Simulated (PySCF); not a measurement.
# Ways to converge the SCF of GaI

Aim: find out which solver settings change the answer for GaI.

Program: PySCF 2.14.0. Level of theory: each script names its method and basis. These are calculated values, not measurements.

2 further runs of the same task are left out: 1 for a known fault of the program, 1 that didn't finish.

## Step 1: The starting structure

GaI: 2 atoms, charge 0, spin multiplicity 1.

Bond lengths: Ga1–I2 2.515 Å.

## Step 2: The run that the others are compared with

The input, input.py:

```python
from pyscf import gto, scf, tdscf

mol = gto.M(
    atom='Ga 0 0 0; I 0 0 2.515',
    basis='def2-svp',
    ecp={'I': 'def2-svp'},
    charge=0,
    spin=0,
    verbose=4,
)
mf = scf.UHF(mol)
mf.kernel()
td = tdscf.TDA(mf)
td.nstates = 3
td.kernel()
td.analyze(verbose=3)
mf.dip_moment()
print('orbital energies (hartree):', [e[max(0, n-3):n+3].round(4) for e, n in zip(mf.mo_energy, mol.nelec)])
```

Run with:

```bash
OMP_NUM_THREADS=1 python input.py
```

The log of this run is left out.

It gives: E(SCF) = -2219.720707 Eh, 12 cycles, μ = 2.10 D, excitations 2.47, 2.47, 4.34 eV.

The bond length is a typed value, not an optimised one.

## Step 3: Level shift 0.5 hartree

Run 1 changes level shift: none → 0.5 hartree.

The input, input.py:

```python
from pyscf import gto, scf, tdscf

mol = gto.M(
    atom='Ga 0 0 0; I 0 0 2.515',
    basis='def2-svp',
    ecp={'I': 'def2-svp'},
    charge=0,
    spin=0,
    verbose=4,
)
mf = scf.UHF(mol)
mf.level_shift = 0.5
mf.kernel()
td = tdscf.TDA(mf)
td.nstates = 3
td.kernel()
td.analyze(verbose=3)
mf.dip_moment()
print('orbital energies (hartree):', [e[max(0, n-3):n+3].round(4) for e, n in zip(mf.mo_energy, mol.nelec)])
```

Run with:

```bash
OMP_NUM_THREADS=1 python input.py
```

## Step 4: Second-order solver on

Run 2 changes second-order solver: off → on.

Edit input.py of step 2 so:

```diff
@@ -11,2 +11,3 @@
 mf = scf.UHF(mol)
+mf = mf.newton()
 mf.kernel()
```

## Step 5: Initial guess 1e

Run 3 changes initial guess: minao → 1e.

Edit input.py of step 2 so:

```diff
@@ -11,2 +11,3 @@
 mf = scf.UHF(mol)
+mf.init_guess = '1e'
 mf.kernel()
```

## Step 6: Initial guess chk

Run 4 changes initial guess: minao → chk.

Edit input.py of step 2 so:

```diff
@@ -11,2 +11,3 @@
 mf = scf.UHF(mol)
+mf.init_guess = 'chk'
 mf.kernel()
```

What does the calculation give? Wanted: for each run, E(SCF); from base; gap; SCF dipole; after the SCF.

The runs gave:

| run | E(SCF) (hartree) | from base (eV) | cycles | gap (eV) | SCF dipole (D) | after the SCF |
| --- | --- | --- | --- | --- | --- | --- |
| base | -2219.720707 | 0 | 12 | 9.63 | 2.10 | lowest root found 2.47 eV |
| level shift 0.5 hartree | -2219.720707 | 0.0000 | 18 | 9.63 | 2.10 | lowest root found 2.47 eV |
| second-order solver on | -2219.720707 | 0.0000 | 3 macro | 9.63 | 2.10 | lowest root found 2.47 eV |
| initial guess 1e | -2219.720707 | 0.0000 | 19 | 9.63 | 2.10 | lowest root found 2.47 eV |
| initial guess chk | -2219.720707 | 0.0000 | 12 | 9.63 | 2.10 | lowest root found 2.47 eV |

Distance from each run's final energy (log10 hartree) by cycle:

| run | cycle 1 | cycle 2 | cycle 3 | cycle 5 | cycle 8 | cycle 12 |
| --- | --- | --- | --- | --- | --- | --- |
| base | 0.1 | 0.2 | -1.1 | -3.0 | -5.6 | < -11 |
| level shift 0.5 hartree | -0.1 | -1.4 | -2.0 | -2.8 | -4.3 | -6.4 |
| second-order solver on | -1.5 | < -11 | < -11 | done | done | done |
| initial guess 1e | 2.3 | 2.4 | 1.9 | 0.8 | 0.5 | -0.9 |
| initial guess chk | 0.1 | 0.2 | -1.1 | -3.0 | -5.6 | < -11 |

**Reading.** With level shift 0.5 hartree or second-order solver on or initial guess 1e or initial guess chk the SCF ends at the base energy. PySCF falls back to minao for a guess that it doesn't know or can't read, so that run repeats the base. The base needs 12 cycles and the run with initial guess 1e needs 19.
